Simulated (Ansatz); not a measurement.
**HfF4 (SMILES F[Hf](F)(F)F) at B2PLYP/def2-SVP (core potential)**

Aim: the vertical singlet–triplet gap of HfF4 at B2PLYP/def2-SVP (core potential), from 2 runs. 

Program for the calculation: Ansatz 0.2.0.

7 further runs of the same task are left out: 6 that didn't finish, 1 set aside as unsound or not needed.

**1. The system as given**

HfF4: 5 atoms, total charge 0, spin state singlet. As SMILES, `F[Hf](F)(F)F`. The coordinates come from a PBE0-D4/def2-TZVP relaxation.

Bond lengths: F1–Hf2 1.897 Å, Hf2–F3 1.897 Å, Hf2–F4 1.897 Å, Hf2–F5 1.897 Å. Angles: F1–Hf2–F3 109.5°, F1–Hf2–F4 109.5°, F1–Hf2–F5 109.5°, F3–Hf2–F4 109.5°, F3–Hf2–F5 109.5°, F4–Hf2–F5 109.5°.

**2. The energy at B2PLYP/def2-SVP (core potential)**

File in.yaml:

```yaml
crystal:
  periodic: [false, false, false]
  atoms:
    - {symbol: F, position_ang: [-0.908700, -0.112040, 1.661430]}
    - {symbol: Hf, position_ang: [-0.000000, 0.000000, -0.000000]}
    - {symbol: F, position_ang: [1.622880, -0.977200, 0.099740]}
    - {symbol: F, position_ang: [-1.093180, -0.727680, -1.368970]}
    - {symbol: F, position_ang: [0.379000, 1.816910, -0.392190]}
basis:
  gaussian:
    orbitals: def2-SVP
hamiltonian:
  xc: {name: B2PLYP}
correlation:
  frozen_orbitals: {F: 1, Hf: 0}
output:
  orbitals: {seedname: orbitals}
accuracy: high
```

Started as:

```console
$ ansatz run in.yaml --threads 1 --pin off --max-ram 3480MiB --events-out events.jsonl --progress --plain --runs-dir runs
```

Output:

```text
Warning: RAYON_NUM_THREADS=1 ignored (pool sized by the plan → 1); use --threads N
Functional definition: B2PLYP
  name "B2PLYP"
  parameter a = 0.53
  parameter c = 0.27
  exchange = (1 - a)*b88_x + a*exact_x
  correlation = (1 - c)*lyp_c + c*(mp2_os + mp2_ss)
1818 factors; integrals over basis functions are off by at most 3.1e-9 eV
mean field evaluation 1: about -12147.7732 eV, gradient 6.5e1 eV
mean field evaluation 2: about -12147.8780 eV, gradient 6.5e1 eV
mean field evaluation 4: about -12154.8613 eV, gradient 2.1e0 eV
mean field evaluation 8: about -12154.9050 eV, gradient 1.1e-1 eV
mean field evaluation 16: about -12154.9050 eV, gradient 2.1e-6 eV
mean field -12154.90499688 eV, -446.6845197449 hartree, gradient 3.9e-8 eV, S^2 0.000000; 0 other end points of the search recorded, 0 dependent functions left out
4 core orbitals not correlated: weight in the atoms' cores, before any rotation towards them, 1.000 or more for the frozen orbitals, at most 0.000 for the correlated occupied ones
reference -12154.90502151 eV, -446.6845206500 hartree; 20, 20 occupied and 64, 64 virtual orbitals, 1818 factors
second order -32.15605337 eV of doubles, -0.00000000 eV of singles
Total energy: -12163.58715592 eV, -447.0035832047 hartree
```

Run time: 11 s. Hardware: 1 thread of Intel Xeon Platinum 8375C at 2.90GHz (Ice Lake), shared host; peak memory 0.32 GiB.

**3. The triplet**

File molecule.yaml:

```yaml
crystal:
  periodic: [false, false, false]
  atoms:
    - {symbol: F, position_ang: [-0.908700, -0.112040, 1.661430]}
    - {symbol: Hf, position_ang: [-0.000000, 0.000000, -0.000000]}
    - {symbol: F, position_ang: [1.622880, -0.977200, 0.099740]}
    - {symbol: F, position_ang: [-1.093180, -0.727680, -1.368970]}
    - {symbol: F, position_ang: [0.379000, 1.816910, -0.392190]}
basis:
  gaussian:
    orbitals: def2-SVP
magnetization:
  spin_polarized: true
  initial_magnetization: 2
hamiltonian:
  xc: {name: B2PLYP}
correlation:
  frozen_orbitals: {F: 1, Hf: 0}
accuracy: high
output: {orbitals: {seedname: orbitals}}
```

Started as:

```console
$ ansatz run molecule.yaml --threads 1 --pin off --max-ram 3480MiB --events-out events.jsonl --progress --plain --runs-dir runs
```

Output, cut to the lines that bear on the results:

```text
Warning: RAYON_NUM_THREADS=1 ignored (pool sized by the plan → 1); use --threads N
[... 2 set-up lines as earlier in the session ...]
[...]
1818 factors; integrals over basis functions are off by at most 3.1e-9 eV
[...]
mean field -12144.98000021 eV, -446.3197828448 hartree, gradient 3.6e-8 eV, S^2 2.008597; 7 other end points of the search recorded, 0 dependent functions left out
4 core orbitals not correlated: weight in the atoms' cores, before any rotation towards them, 1.000 or more for the frozen orbitals, at most 0.000 for the correlated occupied ones
reference -12144.98002336 eV, -446.3197836954 hartree; 21, 19 occupied and 63, 65 virtual orbitals, 1818 factors
second order -31.10438828 eV of doubles, -0.00000000 eV of singles
Total energy: -12153.37820820 eV, -446.6284112956 hartree
```

Wall time 1.7 min (1 thread of Intel Xeon Platinum 8375C at 2.90GHz (Ice Lake), shared host); peak memory 0.5 GiB.

**4. Outcome**

Level: B2PLYP/def2-SVP (core potential), 4 core orbitals frozen.

| quantity | value |
| --- | --- |
| singlet: total energy | -447.00358 Eh |
| singlet: HOMO energy (SCF part's orbitals) | -14.12 eV |
| singlet: LUMO energy (SCF part's orbitals) | -0.14 eV |
| singlet: HOMO–LUMO gap (SCF part's orbitals) | 13.99 eV |
| triplet: total energy | -446.62841 Eh |
| triplet: HOMO energy (SCF part's orbitals) (highest over α and β) | -3.70 eV |
| triplet: ⟨S²⟩ | 2.009 |
| vertical energy of the triplet above the singlet | 10.209 eV |

In words: At this shape the triplet lies 10.21 eV (985 kJ/mol) above the singlet.
